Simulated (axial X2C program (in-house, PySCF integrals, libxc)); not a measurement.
# A two-component session on GaF⁻: properties at the nuclei

Aim: properties at the nuclei of GaF⁻, with spin–orbit coupling in the Hamiltonian from the start.

Computed with an in-house X2C program for linear molecules on PySCF integrals. Level: two-component X2C with atomic mean-field terms, Ga dyall-acv3z, F dyall-av3z.

All values are calculated.

**1. Input**

File task.json:

```json
{"zs": [31, 9], "q": -1, "bas": ["dyall-acv3z", "dyall-av3z"], "r0": 1.88, "levels": ["PBE0", "HF", "PBE50", "BHandHLYP", "LDA"], "nst": 3}
```

Keys: zs atomic numbers; q charge; bas basis sets; r0 starting distance in Å; levels methods (HF also brings MP2); nst determinants followed.

The run is started by

```sh
$ python soeom.py task.json out
```

Further steps of the session: Expectation values, lowest determinant; Expectation values, a higher determinant; Expectation values, a higher determinant.

What does the calculation give? Wanted: lowest determinant; Eeff magnitude; Ws magnitude Ga; A∥/gI Ga; qzz Ga; higher determinant (for each run or level that gives them).

As calculated:

```
                                        quantity                                    value
                              lowest determinant  Ω = 1/2 (excess of +ω over −ω: ω = 1/2)
                    Eeff magnitude (GV/cm), PBE0                                   0.0913
                     Ws magnitude Ga (kHz), PBE0                                   0.0836
                            A∥/gI Ga (MHz), PBE0                                      509
                             qzz Ga (a.u.), PBE0                                    -1.68
                              higher determinant  Ω = 3/2 (excess of +ω over −ω: ω = 3/2)
Eeff magnitude (GV/cm), PBE0, higher determinant                                    0.109
 Ws magnitude Ga (kHz), PBE0, higher determinant                                   0.0327
        A∥/gI Ga (MHz), PBE0, higher determinant                                    0.786
         qzz Ga (a.u.), PBE0, higher determinant                                    -1.74
                              higher determinant  Ω = 5/2 (excess of +ω over −ω: ω = 5/2)
Eeff magnitude (GV/cm), PBE0, higher determinant                                  0.00822
 Ws magnitude Ga (kHz), PBE0, higher determinant                                  0.00134
        A∥/gI Ga (MHz), PBE0, higher determinant                                    -1.84
         qzz Ga (a.u.), PBE0, higher determinant                                    -2.43
```

What this shows: In the first state, the effective field runs from 0.0271 to 0.238 GV/cm over the mean-field levels, so the levels don't agree on it. The expectation values come from single determinants, which for open shells can mix terms of unlike spin or miss the lowest Ω, so a determinant need not be a state. Eeff is the effective electric field on the electron dipole moment in this Ω state and Ws the scalar–pseudoscalar constant (defined with the proton number Z and per Ω); A∥ is the parallel hyperfine constant, which follows by multiplying with the nuclear g factor gI = μI/(I μN); qzz is the electric field gradient, eQq0 = 234.96 MHz × Q/barn × qzz. The operators were transformed with the bare-nucleus X2C matrices. A second determinant lies within 0.1 eV of the first, so their order is not settled at this level.
